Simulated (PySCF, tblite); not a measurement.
**C6H9O2 radical: geometry, infrared bands and EPR parameters**

Aim: predict the infrared bands and EPR parameters of C6H9O2 radical (`C[C@@H]1[CH]OC(=O)CC1`).

Programs: tblite 0.8.0 and PySCF 2.14.0, with density-fitted response routines of our own. Each step states its level of theory. These are calculated values for one molecule in the gas phase, unless marked as measured. Atoms are numbered from 0 throughout.

### Step 1. Starting geometry

17 atoms, charge 0, multiplicity 2; geometry from: force field or distance geometry start.

Bonds of the start (Å): C0–C1 1.52, C1–C2 1.50, C2–O3 1.39, O3–C4 1.36, C4–O5 1.22, C4–C6 1.51, C6–C7 1.51, C7–C1 1.54, C0–H8 1.10, C0–H9 1.10, C0–H10 1.10, C1–H11 1.08, C2–H12 1.08, C6–H13 1.09, C6–H14 1.10, C7–H15 1.11, C7–H16 1.10.

### Step 2. Optimising the geometry with GFN2-xTB

What the job is given:

```
{"job": {"kind": "relax", "xc": "GFN2-xTB", "basis": "xTB"}, "charge": 0, "multiplicity": 2}
C     -2.158000    -0.101600     0.155600
C     -0.706100    -0.096800    -0.281000
C     -0.082800    -1.445000    -0.067500
O      1.238600    -1.597500     0.338200
C      2.086900    -0.555400     0.558400
O      3.232500    -0.723700     0.944900
C      1.566100     0.813200     0.179700
C      0.095500     0.950900     0.507900
H     -2.740000    -0.832800    -0.418700
H     -2.281600    -0.347600     1.222800
H     -2.619100     0.884600    -0.010300
H     -0.659900     0.129600    -1.340600
H     -0.540000    -2.390600    -0.322900
H      1.764700     0.979500    -0.883500
H      2.121000     1.565900     0.759800
H     -0.068600     0.823600     1.596100
H     -0.256200     1.955900     0.244600
```

Started as:

```sh
OMP_NUM_THREADS=1 python probes_run.py task.json out
```

One launch serves the whole session: the jobs run in the order shown.

**Question.** This job is followed by: GFN2-xTB harmonic vibrations, gas phase; UKS B3LYP, pcH-1 on C H O, non-relativistic, mean-field spin-orbit, GIAO. What will the session give for the following? strongest single infrared mode (GFN2-xTB); zero-point energy (GFN2-xTB); g(iso) (B3LYP); ⟨S²⟩; largest a(iso) (averaged by class); potential on the surface of density 0.002 e/bohr³, 1st and 99th percentile.

**Answer**, as computed:

| quantity | value |
| --- | --- |
| strongest single infrared mode (GFN2-xTB) | 1730 cm⁻¹, 649 km/mol |
| zero-point energy (GFN2-xTB) | 86.6 kcal/mol |
| g(iso) (B3LYP) | 2.00300 |
| ⟨S²⟩ | 0.754 (exact 0.75) |
| largest a(iso) (averaged by class) | 1H on H11, 117.7 MHz |
| potential on the surface of density 0.002 e/bohr³, 1st and 99th percentile | -1.90 V and 1.09 V |

The optimisation took 28 steps and gained 0.143 eV; among the close pairs (by a distance rule), C2–O3 changed most, from 1.391 to 1.340 Å. All 45 modes are real, so the xTB geometry is a minimum. The strongest single mode, at 1730 cm⁻¹, moves mainly C4 and O5. GFN2-xTB is a fitted tight-binding method: band positions and strengths are rough. Its intensities can rank the bands wrongly. Most of the unpaired spin sits on C2 (0.91 e). The isotropic g lies 0.7 ppt above the free-electron value. These values are for one conformer; the search (at its own cheap level) found 1 more, at 0.41 kcal/mol, and measured spectra average over such forms.
